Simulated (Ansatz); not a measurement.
I need a comparison of dispersion corrections of C3H10B2, SMILES BCCBC. Use Ansatz 0.2.0 through its Python package. Level of theory (for the species named): PBE, def2-SVP basis, multiplicity 1, D3BJ dispersion.

```xyz
15

B    -1.0104    1.5011    1.7930
C    -0.7540    0.8081    0.4016
C    -0.0977   -0.5356    0.6307
B     0.3006   -1.2844   -0.7337
C     1.2719   -0.7291   -1.8015
H    -2.1718    1.8259    2.0757
H    -0.1476    1.8386    2.5128
H    -0.0583    1.4912   -0.2105
H    -1.7056    0.6765   -0.0962
H     0.9015   -0.3896    1.2017
H    -0.7308   -1.1860    1.2857
H    -0.2893   -2.3172   -0.9338
H     1.6721    0.2470   -1.4260
H     2.0478   -1.4573   -1.9298
H     0.7498   -0.5400   -2.7403
```

Script `run_disp.py`:
```python
# -*- coding: utf-8 -*-
"""Size of D3 and D4 in C3H10B2."""

import ansatz
from ase import Atoms

atoms = Atoms(["B", "C", "C", "B", "C", "H", "H", "H", "H", "H", "H", "H", "H", "H", "H"], positions=[
    (-1.0104, 1.5011, 1.793),
    (-0.754, 0.8081, 0.4016),
    (-0.0977, -0.5356, 0.6307),
    (0.3006, -1.2844, -0.7337),
    (1.2719, -0.7291, -1.8015),
    (-2.1718, 1.8259, 2.0757),
    (-0.1476, 1.8386, 2.5128),
    (-0.0583, 1.4912, -0.2105),
    (-1.7056, 0.6765, -0.0962),
    (0.9015, -0.3896, 1.2017),
    (-0.7308, -1.186, 1.2857),
    (-0.2893, -2.3172, -0.9338),
    (1.6721, 0.247, -1.426),
    (2.0478, -1.4573, -1.9298),
    (0.7498, -0.54, -2.7403),
])
molecule = ansatz.Crystal.molecule_from_ase(atoms)

base = molecule.calculation().basis(gaussian="def2-SVP")
for name in ["pbe", "r2scan"]:
    for correction in ("d3bj", "d4"):
        rep = base.functional(name, dispersion=correction).run(threads=1, backend="cpu").report
        print(f"{name:8s} {correction:5s} total {rep['free_energy_ev']:.5f} eV, of which dispersion {1000 * rep['dispersion']['energy']['ev']:.2f} meV")
```

`python run_disp.py` gives:
```text
pbe      d3bj  total -4615.01122 eV, of which dispersion -280.65 meV
pbe      d4    total -4614.98652 eV, of which dispersion -255.96 meV
DeckWarning: the engine holds no damping parameters fitted to this dispersion correction and functional, so the run takes those fitted to r2scan beside the three-body term, which d3bj leaves out (hamiltonian.dispersion, under Limitations)
r2scan   d3bj  total -4618.98869 eV, of which dispersion -81.52 meV
r2scan   d4    total -4618.97464 eV, of which dispersion -67.47 meV
```
(Warnings from the package without file and line.)

Caveats:
- Total energies depend on the basis set; only differences at equal settings carry meaning.
- The geometry is a force-field or estimated start, not a minimum of this method, and the basis set is short of its limit. D4 holds the three-body term, and d3bj doesn't.
- A dispersion term here runs with damping parameters fitted for another variant or functional.
- It ran for 19 s on 1 thread of Arm Neoverse V1 (shared host), peak memory 0.24 GiB.

(A comment or docstring line of the script was reworded after the run, the code is as it ran; lines on the test bed's own set-up are left out of the output.)
